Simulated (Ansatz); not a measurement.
This script drives the Ansatz DFT code, driven from Python.

The script, `ch7alo2si.py`:
```python
"""CH7AlO2Si at several levels of theory."""

from pathlib import Path
import warnings

import ansatz as az
from ase import Atoms
import numpy as np


def main() -> None:
    warnings.simplefilter("ignore", az.DeckWarning)

    atoms = Atoms(["O", "Al", "C", "O", "Si", "H", "H", "H", "H", "H", "H", "H"], positions=[
        [-2.7769, 0.5478, -0.1936],
        [-1.1803, 1.3927, -0.1872],
        [0.3675, 0.4596, -1.0146],
        [1.511, 0.2958, -0.0631],
        [1.2916, -1.2629, 0.7079],
        [-2.8479, 0.0729, 0.6259],
        [-0.9603, 2.8219, 0.5137],
        [0.1267, -0.4639, -1.5216],
        [0.7739, 1.1554, -1.7529],
        [2.3156, -1.3638, 1.7985],
        [-0.0519, -1.3847, 1.3591],
        [1.5079, -2.3259, -0.2381],
    ])
    system = az.Crystal.molecule_from_ase(atoms)

    calculation = system.calculation().basis(gaussian="cc-pVDZ")

    print("functional    E (Ha)        dipole (D)   HOMO (eV)  LUMO (eV)")
    for name in ["revpbe", "r2scan0", "pbe0", "blyp"]:
        summary = calculation.functional(name).forces().orbitals().run(threads=1, runs_dir="runs").report
        lines = Path(summary["orbitals_path"]).read_text().splitlines()
        field_of = lambda key: [line.split("=")[1].strip() for line in lines if line.startswith(key)]
        orbitals = [(27.211386 * float(e), s, float(n)) for e, s, n in zip(field_of("Ene="), field_of("Spin="), field_of("Occup="))]
        homo = max(e for e, _, n in orbitals if n > 0.5)
        lumo = min(e for e, _, n in orbitals if n < 0.5)
        dipole = 4.803205 * np.linalg.norm(summary["charge_distribution"]["dipole_moment_e_ang"])
        print(f"{name:10s} {summary['free_energy_ev'] / 27.211386246:14.6f} {dipole:9.3f} {homo:11.3f} {lumo:10.3f}")


if __name__ == "__main__":
    main()
```

It is started by `python ch7alo2si.py`. Estimate its wall time and peak memory on 1 thread of Arm Neoverse V1, with other jobs on the host.

It took about 28 s, with a peak of 0.33 GiB, for 4 runs of the engine.

```console
$ python ch7alo2si.py
functional    E (Ha)        dipole (D)   HOMO (eV)  LUMO (eV)
revpbe        -724.533148     0.913      -5.526     -2.020
r2scan0       -724.524230     0.920      -7.207     -1.196
pbe0          -724.261311     0.925      -6.995     -1.358
blyp          -724.649129     0.940      -5.431     -1.993
```

Caveats:
- Total energies depend on the basis set; only differences at equal settings carry meaning.
- The geometry is a force-field or estimated start, not a minimum of this method, and the basis set is short of its limit. A lower total doesn't mark the better method: functionals have no common bound, and MP2 and coupled cluster aren't variational.
- Levels such as HOMO and LUMO are orbital energies: with these approximate functionals they aren't the ionisation energy and electron affinity, and their gap isn't the fundamental gap.
- For Al to Cl the sets with a tight d function, cc-pV(X+d)Z, are usual.
